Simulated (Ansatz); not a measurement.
# GaH4N: the cost of one run

Method: RKS B3LYP-D4/def2-SVP, in Ansatz 0.2.0.

### Step 1. The structure to begin with

Bond lengths: Ga1–H2 1.770 Å, Ga1–H3 1.770 Å, Ga1–N4 1.930 Å, N4–H5 1.060 Å, N4–H6 1.060 Å. Angles: H2–Ga1–H3 33.2°, H2–Ga1–N4 163.4°, H3–Ga1–N4 163.4°, Ga1–N4–H5 120.0°, Ga1–N4–H6 120.0°, H5–N4–H6 120.0°.

Coordinates:

```xyz
6

Ga    0.0000    0.0000    0.0000
H     1.2166    0.0000    1.2856
H     1.7216    0.0000    0.4109
N    -1.6714    0.0000   -0.9650
H    -2.3403   -0.8164   -0.8664
H    -1.9204    0.8164   -1.5936
```

### Step 2. Pulling towards end A

Springs on the bonds that form and break draw the guess towards this end; the thresholds are loose.

File input.yaml:

```yaml
crystal:
  periodic: [false, false, false]
  atoms:
    - { symbol: Ga, position_ang: [0.0, 0.0, 0.0] }
    - { symbol: H, position_ang: [1.2166, 0.0, 1.2856] }
    - { symbol: H, position_ang: [1.7216, 0.0, 0.4109] }
    - { symbol: "N", position_ang: [-1.6714, 0.0, -0.965] }
    - { symbol: H, position_ang: [-2.3403, -0.8164, -0.8664] }
    - { symbol: H, position_ang: [-1.9204, 0.8164, -1.5936] }
basis:
  gaussian: { orbitals: def2-SVP }
hamiltonian:
  xc: b3lyp
  dispersion: d4
relax:
  f_tol: 0.15
  max_steps: 25
  restrain:
    - { distance: [1, 2], at: 1.86, k: 30.0 }
    - { distance: [0, 1], at: 1.57, k: 30.0 }
    - { distance: [0, 2], at: 1.57, k: 30.0 }
```

The run is started by

```
$ ansatz run input.yaml --threads 1 --pin off --max-ram 2048MiB --backend cpu --events-out ev --progress --plain --runs-dir out
```

What time and memory should one allow on 1 thread of Arm Neoverse V2, shared host?

About 16 s, with a peak of 0.12 GiB.
